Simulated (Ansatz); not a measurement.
**C₂H₆AlNSi: up Jacob's ladder to CCSD(T)**

One table from this session's results is given with a row withheld; the runs are named, their logs left out.

Method: functionals in def2-TZVPP, the program's frozen cores in correlated methods; program: Ansatz 0.2.0, Gaussian basis.

Levels to be run: PBE-D4, r2SCAN-D4, PBE0-D4, B3LYP-D4, ωB97X-V, ωB97M-V, B2PLYP; CCSD(T)/def2-TZVPP; MP2/def2-QZVPP; extrapolation to the limit.

**The relaxed structure**

The geometry comes from an earlier relaxation with PBE0-D4 in a triple-zeta def2 set; it is a stationary point, not always the lowest conformer.

SMILES `NC1=[CH][AlH][SiH2]1`, 11 atoms, charge 0, spin multiplicity 1.

Atoms are counted from 1 here; the program's logs count them from 0.

Bond lengths: N1–C2 1.351 Å, N1–H6 1.006 Å, N1–H7 1.002 Å, C2–C3 1.380 Å, C2–Si5 1.914 Å, C3–Al4 1.901 Å, C3–H8 1.092 Å, Al4–Si5 2.407 Å, Al4–H9 1.586 Å, Si5–H10 1.496 Å, Si5–H11 1.496 Å. Angles: C2–N1–H6 121.1°, C2–N1–H7 121.4°, H6–N1–H7 117.5°, N1–C2–C3 125.4°, N1–C2–Si5 125.1°, C3–C2–Si5 109.5°, C2–C3–Al4 101.8°, C2–C3–H8 119.6°, Al4–C3–H8 138.6°, C3–Al4–Si5 76.9°, C3–Al4–H9 136.8°, Si5–Al4–H9 146.3°, C2–Si5–Al4 71.8°, C2–Si5–H10 110.7°, C2–Si5–H11 110.7°, Al4–Si5–H10 125.4°, Al4–Si5–H11 125.4°, H10–Si5–H11 105.2°.

Set-up of the first run:

File in.yaml:

```yaml
crystal:
  periodic: [false, false, false]
  atoms:
    - {symbol: N, position_ang: [1.797915, -0.382245, 0.201233]}
    - {symbol: C, position_ang: [0.460694, -0.206668, 0.129910]}
    - {symbol: C, position_ang: [-0.483988, -0.997559, 0.750504]}
    - {symbol: Al, position_ang: [-2.104019, -0.164115, 0.208397]}
    - {symbol: Si, position_ang: [-0.414869, 1.183043, -0.852493]}
    - {symbol: H, position_ang: [2.195241, -1.134796, 0.738644]}
    - {symbol: H, position_ang: [2.431857, 0.231690, -0.273444]}
    - {symbol: H, position_ang: [-0.162779, -1.845157, 1.358748]}
    - {symbol: H, position_ang: [-3.655989, -0.392420, 0.442610]}
    - {symbol: H, position_ang: [0.041706, 2.528309, -0.384204]}
    - {symbol: H, position_ang: [-0.040371, 1.122818, -2.299407]}
basis:
  gaussian: {orbitals: def2-TZVPP}
hamiltonian: {xc: pbe, dispersion: d4}
output: {forces: true, orbitals: {seedname: orbitals}}
```

Run with:

```bash
ansatz run in.yaml --threads 4 --pin off --events-out ev --progress --plain --max-ram 10444MiB
```

Steps of the session up to this table: PBE-D4 (GGA); r2SCAN-D4 (meta-GGA); PBE0-D4 (hybrid); B3LYP-D4 (hybrid); ωB97X-V (range-separated); ωB97M-V (range-separated); B2PLYP (double hybrid); CCSD(T) in def2-TZVPP; MP2 in def2-QZVPP.

One table of the session follows, with a row left open; its other results are not shown here.

```
            method  atomisation energy (kJ/mol)
            PBE-D4                       3961.7
         r2SCAN-D4                       3887.1
           PBE0-D4                       3891.8
          B3LYP-D4                       3874.4
           ωB97X-V                       3893.9
           ωB97M-V                       3883.5
            B2PLYP                       3822.0
     HF/def2-TZVPP                       2745.9
    MP2/def2-TZVPP                       3805.4
   CCSD/def2-TZVPP                            ?
CCSD(T)/def2-TZVPP                       3749.3
           MP2/CBS                       3919.6
       CCSD(T)/CBS                       3863.4
```

**Question.** Estimate the row for CCSD/def2-TZVPP.

**Answer.** atomisation energy (kJ/mol): 3680.1. In the column «atomisation energy (kJ/mol)» it lies between HF/def2-TZVPP (2745.9) and CCSD(T)/def2-TZVPP (3749.3).
